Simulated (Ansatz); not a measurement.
# CH₆BClSi: a ladder of functionals and wavefunction methods

One table from this session's results is given with a row withheld; the runs are named, their logs left out.

Method: functionals in def2-TZVPP, the program's frozen cores in correlated methods; program: Ansatz 0.2.0, Gaussian basis.

Plan: LDA (SPW92), PBE-D4, revPBE-D4, BLYP-D4, r2SCAN-D4, B97M-V, PBE0-D4, B3LYP-D4, r2SCANh-D4, r2SCAN0-D4, HSE06-D4, BHLYP-D4, CAM-B3LYP-D4, LC-ωPBE, ωB97X-V, ωB97M-V, B2PLYP, PBE-QIDH; CCSD(T)/def2-SVP; CCSD(T)/def2-TZVPP; MP2/def2-QZVPP; extrapolation to the limit; RPA on PBE.

### The relaxed structure

The geometry comes from an earlier relaxation with PBE0-D4 in a triple-zeta def2 set; it is a stationary point, not always the lowest conformer.

SMILES `BC[SiH2]Cl`, 10 atoms, charge 0, spin multiplicity 1.

Atoms are counted from 1 here; the program's logs count them from 0.

Bond lengths: B1–C2 1.538 Å, B1–H5 1.197 Å, B1–H6 1.197 Å, C2–Si3 1.876 Å, C2–H7 1.095 Å, C2–H8 1.095 Å, Si3–Cl4 2.058 Å, Si3–H9 1.481 Å, Si3–H10 1.481 Å. Angles: C2–B1–H5 120.6°, C2–B1–H6 120.7°, H5–B1–H6 118.6°, B1–C2–Si3 109.7°, B1–C2–H7 114.0°, B1–C2–H8 114.0°, Si3–C2–H7 103.9°, Si3–C2–H8 103.9°, H7–C2–H8 110.3°, C2–Si3–Cl4 108.7°, C2–Si3–H9 111.6°, C2–Si3–H10 111.5°, Cl4–Si3–H9 107.3°, Cl4–Si3–H10 107.3°, H9–Si3–H10 110.2°.

The first run:

Input file in.yaml:

```yaml
crystal:
  periodic: [false, false, false]
  atoms:
    - {symbol: B, position_ang: [-1.284820, 0.950477, 0.110894]}
    - {symbol: C, position_ang: [-0.599051, -0.351399, -0.337513]}
    - {symbol: Si, position_ang: [1.205650, -0.325866, 0.174832]}
    - {symbol: Cl, position_ang: [2.091277, -2.078547, -0.442384]}
    - {symbol: H, position_ang: [-1.282489, 1.916230, -0.596570]}
    - {symbol: H, position_ang: [-1.780712, 1.036514, 1.197098]}
    - {symbol: H, position_ang: [-0.562170, -0.484119, -1.423748]}
    - {symbol: H, position_ang: [-0.995478, -1.252032, 0.142519]}
    - {symbol: H, position_ang: [1.353082, -0.251379, 1.646545]}
    - {symbol: H, position_ang: [1.937811, 0.788921, -0.468771]}
basis:
  gaussian: {orbitals: def2-TZVPP}
hamiltonian: {xc: lda}
output: {orbitals: {seedname: orbitals}}
```

Command:

```bash
> ansatz run in.yaml --threads 2 --pin off --events-out ev --progress --plain --max-ram 4352MiB
```

Among the steps run: LDA; PBE-D4 (GGA); revPBE-D4 (GGA); BLYP-D4 (GGA); r2SCAN-D4 (meta-GGA); B97M-V (meta-GGA); PBE0-D4 (hybrid); B3LYP-D4 (hybrid); r2SCANh-D4 (hybrid); r2SCAN0-D4 (hybrid); HSE06-D4 (hybrid); BHLYP-D4 (hybrid); CAM-B3LYP-D4 (range-separated); LC-ωPBE (range-separated); ωB97X-V (range-separated); ωB97M-V (range-separated); B2PLYP (double hybrid); PBE-QIDH (double hybrid).

One table of the session follows, with a row left open; its other results are not shown here.

It belongs to the step «Frontier levels by functional». 

| functional | HOMO (eV) | LUMO (eV) | gap (eV) |
| --- | --- | --- | --- |
| LDA (SPW92) | -7.66 | -3.04 | 4.62 |
| PBE-D4 | -7.54 | -2.75 | 4.79 |
| revPBE-D4 | -7.49 | -2.62 | 4.86 |
| BLYP-D4 | ? | ? | ? |
| r2SCAN-D4 | -7.85 | -2.38 | 5.47 |
| B97M-V | -7.98 | -2.49 | 5.49 |
| PBE0-D4 | -8.84 | -1.78 | 7.05 |
| B3LYP-D4 | -8.58 | -1.99 | 6.59 |
| r2SCANh-D4 | -8.32 | -2.05 | 6.27 |
| r2SCAN0-D4 | -9.04 | -1.57 | 7.47 |
| HSE06-D4 | -8.44 | -2.17 | 6.27 |
| BHLYP-D4 | -10.01 | -0.77 | 9.24 |
| CAM-B3LYP-D4 | -10.18 | -0.70 | 9.47 |
| LC-ωPBE | -11.57 | 0.48 | 12.06 |
| ωB97X-V | -11.20 | 0.38 | 11.58 |
| ωB97M-V | -11.05 | 0.12 | 11.17 |

Q: Estimate the row for BLYP-D4 from the others.

Worked estimate for «HOMO (eV)». Against the share of exact exchange, B3LYP-D4 (0.2, -8.58), BHLYP-D4 (0.5, -10.01) give a slope of -4.77 per unit share; at 0 the line stands at -7.63.

The run gave: HOMO (eV): -7.38; LUMO (eV): -2.58; gap (eV): 4.79. In «HOMO (eV)» the line misses by -0.25.
